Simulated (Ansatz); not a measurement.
# BrCl2HZn: the cost of one run

Method: RKS PBE/def2-SVP, in Ansatz 0.2.0.

## (1) Starting point

Bond lengths: Zn1–Cl2 2.590 Å, Zn1–Cl3 2.240 Å, Zn1–Br4 2.720 Å, Cl2–H5 1.529 Å, Br4–H5 1.707 Å. Angles: Zn1–Cl2–H5 73.2°, Cl2–Zn1–Cl3 180.0°, Cl2–Zn1–Br4 71.6°, Cl3–Zn1–Br4 108.4°, Zn1–Br4–H5 67.5°, Cl2–H5–Br4 147.6°.

Structure file:

```xyz
5

Zn    0.0000    0.0000    0.0000
Cl    0.0000    0.0000    2.5900
Cl    0.0000    0.0000   -2.2400
Br   -2.5812    0.0000    0.8577
H    -1.4645    0.0000    2.1491
```

## (2) A restrained relaxation towards end A

Springs on the bonds that form and break draw the guess towards this end; the thresholds are loose.

input.yaml

```yaml
crystal:
  periodic: [false, false, false]
  atoms:
    - { symbol: Zn, position_ang: [0.0, 0.0, 0.0] }
    - { symbol: Cl, position_ang: [0.0, 0.0, 2.59] }
    - { symbol: Cl, position_ang: [0.0, 0.0, -2.24] }
    - { symbol: Br, position_ang: [-2.5812, 0.0, 0.8577] }
    - { symbol: H, position_ang: [-1.4645, 0.0, 2.1491] }
basis:
  gaussian: { orbitals: def2-SVP }
hamiltonian:
  xc: pbe
relax:
  f_tol: 0.15
  max_steps: 25
  restrain:
    - { distance: [0, 3], at: 3.62, k: 30.0 }
    - { distance: [4, 1], at: 2.57, k: 30.0 }
    - { distance: [0, 1], at: 2.24, k: 30.0 }
    - { distance: [4, 3], at: 1.55, k: 30.0 }
output:
  orbitals: {}
```

Launch:

```sh
$ ansatz run input.yaml --threads 2 --pin off --max-ram 3072MiB --backend cpu --events-out ev --progress --plain --runs-dir out
```

What time and memory should one allow on 2 threads of AMD EPYC 9R45 (Zen 5), shared host?

About 5.6 s, with a peak of 0.18 GiB.
